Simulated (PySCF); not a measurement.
**[Dy(H2S)]3+: other functionals and bases at one geometry**

One table from this session's results is given with a row withheld; the runs are named, their logs left out.

Program: PySCF 2.14.0. Level of theory: several levels, as the steps say, no spin–orbit coupling. These are calculated values, not measurements.

2 further runs of the same task are left out: 2 for a known fault of the program.

**Starting geometry**

4 atoms, charge 3, spin multiplicity 1.

Bond lengths: Dy1–S2 2.761 Å, S2–H3 1.383 Å, S2–H4 1.383 Å. Angles: Dy1–S2–H3 110.3°, Dy1–S2–H4 110.3°, H3–S2–H4 98.9°.

Coordinates:

```xyz
4
DyH2S
Dy    0.0000    0.0168   -0.3995
S     0.0000   -0.0185    2.3613
H     1.0503    0.7356    2.8512
H    -1.0503    0.7356    2.8512
```

Formal oxidation states: Dy +3. Each metal's 9 4f electrons lie in its core potential, so multiplicities, spins and levels count the valence alone. An earlier session relaxed this geometry at B3LYP, Dy lcecp-1-SVP with ECP55, S def2-SVP, H def2-SVP (singlet, point group Cs).

At B3LYP on the finer grid: E = -435.014520 Eh, HOMO -24.15 eV, LUMO -20.47 eV, Mulliken charge on Dy1 +2.32 e, largest force component 0.004 eV/Å. 

Levels to run: revPBE; CAM-B3LYP; TPSS; M06-L; B3LYP, TZVP. Hardware: 2 threads of Arm Neoverse V1, shared host.

Set-up of the first run:

run.py (the lines that set the calculation)

```python
mol = gto.M(atom='''
Dy     0.00000     0.01679    -0.39945
S      0.00000    -0.01848     2.36127
H      1.05030     0.73557     2.85115
H     -1.05030     0.73557     2.85115''',
    basis={'Dy': 'lcecp-1-SVP', 'S': 'def2-SVP', 'H': 'def2-SVP'},
    ecp={'Dy': 'lcecp-1-SVP'},
    charge=3, spin=0)
mf = dft.RKS(mol, xc='PBE_R,PBE')
mf.grids.atom_grid = (75, 302)  # f atoms: unpruned, at least (60, 302)
mf = mf.density_fit()  # fitting sets: Dy AutoAux, S def2-universal-JKFIT, H def2-universal-JKFIT
mf.conv_tol = 1e-08; mf.max_cycle = 55
mf.kernel(dm0)  # dm0: the density of the relaxed state
```

Run with:

```bash
> OMP_NUM_THREADS=2 python run.py
```

Steps of the session up to this table: revPBE; CAM-B3LYP; TPSS; M06-L; B3LYP, TZVP.

One table of the session follows, with a row left open; its other results are not shown here.

```
               level  HOMO (eV)  gap (eV)  charge on Dy1 (e)  dipole (D)  largest force component (eV/Å)
B3LYP (relaxed here)     -24.15      3.68               2.32        2.75                            0.00
              revPBE     -23.36      2.29               2.30        3.11                            0.26
           CAM-B3LYP     -25.52      6.46               2.35        2.40                            0.16
                TPSS          ?         ?                  ?           ?                               ?
               M06-L     -23.43      2.88               2.40        2.51                            0.09
         B3LYP, TZVP     -24.09      3.70               2.39        2.74                            0.20
```

Q: Estimate the row for TPSS from the others.

**Answer.** HOMO (eV): -23.39; gap (eV): 2.49; charge on Dy1 (e): 2.33; dipole (D): 2.88; largest force component (eV/Å): 0.04. In the column «HOMO (eV)» it lies between M06-L (-23.43) and revPBE (-23.36).

The dipole of a charged species depends on the origin, so these sizes hold for this origin alone.

In one basis the HOMO–LUMO gap runs from 2.29 eV (revPBE) to 6.46 eV (CAM-B3LYP). The largest leftover force, 0.26 eV/Å with revPBE, stands at a geometry relaxed at another level. With 4f in the core, its levels are missing from HOMO and gap, and its count is fixed, so no charge can pass from the ligands into it. Total energies of different levels can't be compared.
